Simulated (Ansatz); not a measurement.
# GeHO+ (singlet): the correlation ladder, cc-pVTZ

The task here is to estimate one member of a computed series from the others.

The runs use Ansatz 0.2.0, Gaussian basis; cc-pVTZ, core rule «outside noble gas», up to 15 orbitals frozen.

To be run: UHF; CCSD(T) on RHF; BCCD(T) on RHF; CCSDT(Q) on RHF.

10 further runs of the same task are left out: 6 for a known fault of the program, 4 set aside as unsound or not needed.

## What is computed

The geometry is a PBE0/def2-TZVP stationary point (not a proven minimum) of the parent state, kept for this charge and spin. No spin-orbit coupling is included. The filled d shell of Ge may be among the frozen orbitals whatever the setting's name suggests; the logs give the count.

3 atoms, charge 1, spin multiplicity 1.

Atoms are counted from 1 here; the program's logs count them from 0.

Bond lengths: Ge1–O2 1.786 Å, O2–H3 0.962 Å. Angles: Ge1–O2–H3 114.8°.

The first run:

in.yaml reads:

```yaml
crystal:
  periodic: [false, false, false]
  atoms:
    - {symbol: Ge, position_ang: [0.000000, 0.013397, 0.343250]}
    - {symbol: O, position_ang: [0.000000, -0.107250, -1.438746]}
    - {symbol: H, position_ang: [0.000000, 0.736912, -1.899543]}
basis:
  gaussian: {orbitals: cc-pVTZ}
total_charge: 1
magnetization: {spin_polarized: true, initial_magnetization: 0}
hamiltonian: {xc: hf}
output: {orbitals: {seedname: orbitals}}
```

On the command line:

```console
ansatz run in.yaml --threads 1 --pin off --events-out ev --progress --plain --max-ram 4096MiB --backend cpu
```

Steps of the session up to this table: UHF; CCSD(T) on RHF; BCCD(T) on RHF; CCSDT(Q) on RHF.

One table of the session follows, with a row left open; its other results are not shown here.

| method | from RCCSDT(Q) (kJ/mol) |
| --- | --- |
| RHF | +889.0 |
| RMP2 | +60.2 |
| RCCSD | +38.9 |
| RCCSD(T) | ? |
| BCCD(T) | +3.0 |
| RCCSDT | +2.7 |
| RCCSDT(Q) | 0 |

Estimate the missing values for RCCSD(T).

As computed: from RCCSDT(Q) (kJ/mol): +3.4. In the column «from RCCSDT(Q) (kJ/mol)» it lies between BCCD(T) (+3.0) and RCCSD (+38.9).
